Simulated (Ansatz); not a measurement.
# HfNH+ (quartet): from Hartree-Fock to the top rungs, def2-SVP

The task here is to estimate one member of a computed series from the others.

Method: def2-SVP, core rule «outside noble gas», up to 5 orbitals frozen; program: Ansatz 0.2.0, Gaussian basis.

Plan: UHF; CCSD(T) on ROHF; CCSD(T) on UHF; CISD as a restricted active space (open shells left free, so some higher excitations enter); CCSDT(Q) on ROHF; CCSDT(Q) on UHF.

32 further runs of the same task are left out: 8 for a known fault of the program, 9 that didn't finish, 15 set aside as unsound or not needed. Runs told in other sessions of the task aren't counted.

## The system

The geometry is a PBE0/def2-TZVP stationary point (not a proven minimum) of the parent state, kept for this charge and spin. No spin-orbit coupling is included. Elements past krypton take def2 core potentials.

3 atoms, charge 1, spin multiplicity 4.

Atoms are counted from 1 here; the program's logs count them from 0.

Bond lengths: Hf1–N2 2.034 Å, N2–H3 1.017 Å. Angles: Hf1–N2–H3 147.1°.

The first run:

Input file in.yaml:

```yaml
crystal:
  periodic: [false, false, false]
  atoms:
    - {symbol: Hf, position_ang: [0.000000, -0.111469, 1.647238]}
    - {symbol: N, position_ang: [0.000000, -0.201315, -0.385063]}
    - {symbol: H, position_ang: [0.000000, 0.312783, -1.262174]}
basis:
  gaussian: {orbitals: def2-SVP}
total_charge: 1
magnetization: {spin_polarized: true, initial_magnetization: 3}
hamiltonian: {xc: hf}
output: {orbitals: {seedname: orbitals}}
```

Started as:

```console
> ansatz run in.yaml --threads 1 --pin off --events-out ev --progress --plain --max-ram 2393MiB
```

Among the steps run: UHF; CCSD(T) on ROHF; CCSD(T) on UHF; CISD as a restricted active space (open shells left free, so some higher excitations enter); CCSDT(Q) on ROHF; CCSDT(Q) on UHF.

One of the session's tables, all rows but one given; the rest of the session is left out.

| method | from RCCSDT(Q) (kJ/mol) |
| --- | --- |
| ROHF | +517.2 |
| UHF | +502.3 |
| RMP2 | +66.0 |
| UMP2 | ? |
| RCCSD | +22.5 |
| UCCSD | +16.0 |
| RCCSD(T) | +3.6 |
| UCCSD(T) | -2.6 |
| RCCSDT | +1.1 |
| UCCSDT | -5.1 |
| RCCSDT(Q) | 0 |
| UCCSDT(Q) | -6.9 |

**Question.** Estimate the row for UMP2.

As computed: from RCCSDT(Q) (kJ/mol): +60.3. In the column «from RCCSDT(Q) (kJ/mol)» it lies between RCCSD (+22.5) and RMP2 (+66.0).

Not comparable, so not listed: CISD as a restricted active space (open shells left free, so some higher excitations enter) (they don't share determinant, frozen orbitals or solution with the rows shown, or repeat one).

Caveats from the session: Restricted and unrestricted rows rest on different reference determinants; a gap between their highest levels can come from leftover correlation error, from unlike frozen cores or from another state.
